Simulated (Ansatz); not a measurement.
# LiCaVF6: the cost of one run

All numbers below are computed with Ansatz 0.2.0 (DFT LDA, plane waves, PAW, scalar-relativistic, collinear spin).

## (1) The system as given

The cell holds 18 atoms (Ca2F12Li2V2): a = 5.261 Å, b = 5.261 Å, c = 9.995 Å, α = 90.00°, β = 90.00°, γ = 120.00°.

Its coordinates follow in the input file.

## (2) Run 1

80 steps of 1 fs under a Langevin thermostat at 1500 K.

Contents of input.yaml:

```yaml
accuracy: low
crystal:
  lattice:
    - [5.261098, 0.0, 0.0]
    - [-2.630549, 4.556244, 0.0]
    - [0.0, 0.0, 9.995435]
  atoms:
    - { symbol: Li, position: [0.3333333, 0.6666667, 0.75] }
    - { symbol: Li, position: [0.6666667, 0.3333333, 0.25] }
    - { symbol: Ca, position: [0.0, 0.0, 0.5] }
    - { symbol: Ca, position: [0.0, 0.0, 0.0] }
    - { symbol: V, position: [0.6666667, 0.3333333, 0.75], spin: 1.5 }
    - { symbol: V, position: [0.3333333, 0.6666667, 0.25], spin: 1.5 }
    - { symbol: F, position: [0.6532163, 0.0136827, 0.638002] }
    - { symbol: F, position: [0.3467837, 0.9863173, 0.361998] }
    - { symbol: F, position: [0.9863173, 0.6395337, 0.638002] }
    - { symbol: F, position: [0.6532163, 0.6395337, 0.861998] }
    - { symbol: F, position: [0.0136827, 0.3604663, 0.361998] }
    - { symbol: F, position: [0.3467837, 0.3604663, 0.138002] }
    - { symbol: F, position: [0.3604663, 0.3467837, 0.638002] }
    - { symbol: F, position: [0.9863173, 0.3467837, 0.861998] }
    - { symbol: F, position: [0.6395337, 0.6532163, 0.361998] }
    - { symbol: F, position: [0.0136827, 0.6532163, 0.138002] }
    - { symbol: F, position: [0.3604663, 0.0136827, 0.861998] }
    - { symbol: F, position: [0.6395337, 0.9863173, 0.138002] }
magnetization:
  spin_polarized: true
basis:
  ecutwfc: 420.0
kpoints:
  mp_grid: { grid: [2, 2, 1] }
hamiltonian:
  xc: lda
scf:
  occupations: { method: fermi_dirac, width: 0.05 }
  lower_state_search: "off"
md:
  timestep: 1
  n_steps: 80
  ensemble: nvt_langevin
  temperature: 1500.0
  initial_velocities: maxwell_boltzmann
  seed: 700459
  friction: 0.01
```

Command:

```
$ ansatz run input.yaml --threads 1 --pin off --max-ram 3072MiB --backend cpu --events-out ev --progress --plain --runs-dir out
```

Q: Estimate wall time and peak memory on 1 thread of AMD EPYC 7R43 (Zen 3), shared host.

About 12 min, with a peak of 0.65 GiB.
